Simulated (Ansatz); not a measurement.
# ZrTi2C3: the cost of one run

Program: Ansatz 0.2.0. Level of theory: DFT PBE, scalar-relativistic, plane waves, PAW. These are calculated values, not measurements.

1 further run of the same task is left out (it didn't finish).

### 1 The structure to begin with

The structure is trigonal, space group P-3m1 (No. 164). Conventional cell: a = 3.165 Å, b = 3.165 Å, c = 7.710 Å, α = 90.00°, β = 90.00°, γ = 120.00°. Zr (site symmetry -3m) is surrounded by 6 C at 2.30 Å. Ti (site symmetry 3m) is surrounded by 6 C at 2.20 Å. C (site symmetry 3m) has 3 Ti at 2.20 Å and 3 Zr at 2.30 Å as nearest neighbours. Around C (site symmetry -3m) lie 6 Ti at 2.20 Å.

Coordinates:

```
Zr Ti C
1.0
     3.16471    0.00000    0.00000
    -1.58235    2.74072    0.00000
     0.00000    0.00000    7.71047
Zr Ti C
1 2 3
Direct
  0.00000 0.00000 0.00000
  0.66667 0.33333 0.34066
  0.33333 0.66667 0.65934
  0.33333 0.66667 0.18150
  0.00000 0.00000 0.50000
  0.66667 0.33333 0.81850
```

The cell was relaxed beforehand at this level, from a generated guess; it is a trial structure. At a tolerance of 0.05 Å it has space group P-3m1 (No. 164); it has 11.15 Å³/atom, an uncorrected energy of -0.78 eV/atom over the elements.

### 2 Bands, states and charges

Contents of input.yaml:

```yaml
crystal:
  lattice:
    - [3.1647095556, 0.0, 0.0]
    - [-1.5823547778, 2.7407188707, 0.0]
    - [0.0, 0.0, 7.7104657254]
  atoms:
    - { symbol: Zr, position: [0.0, 0.0, 0.0] }
    - { symbol: Ti, position: [0.6666666667, 0.3333333333, 0.3406566853] }
    - { symbol: Ti, position: [0.3333333333, 0.6666666667, 0.6593433147] }
    - { symbol: C, position: [0.3333333333, 0.6666666667, 0.181496337] }
    - { symbol: C, position: [0.0, 0.0, 0.5] }
    - { symbol: C, position: [0.6666666667, 0.3333333333, 0.818503663] }
basis:
  ecutwfc: 420
kpoints:
  mp_grid: { grid: [12, 12, 6] }
  band_path:
    path:
      - [[0.0, 0.0, 0.0], [0.5, 0.0, 0.0], [0.33333333, 0.33333333, 0.0], [0.0, 0.0, 0.0], [0.0, 0.0, 0.5], [0.5, 0.0, 0.5], [0.33333333, 0.33333333, 0.5], [0.0, 0.0, 0.5]]
      - [[0.5, 0.0, 0.5], [0.5, 0.0, 0.0]]
      - [[0.33333333, 0.33333333, 0.5], [0.33333333, 0.33333333, 0.0]]
    npoints: 14
hamiltonian:
  xc: pbe
scf:
  occupations: { method: gaussian, width: 0.1 }
  n_extra_bands: 15
output:
  forces: true
  stress: true
  eigenvalues: true
  populations: true
  dos: { projected: true, de: 0.02, nscf_kmesh: { grid: [15, 15, 8] } }
  bader: true
  write_density: true
  write_potential: true
  elf: true
  volumetric_format: npy
```

The run is started by

```
$ ansatz run input.yaml --threads 1 --pin off --max-ram 2560MiB --backend cpu --events-out ev --progress --plain --runs-dir out
```

Q: Estimate wall time and peak memory on 1 thread of Arm Neoverse V2, shared host.

About 72 s, with a peak of 0.55 GiB.
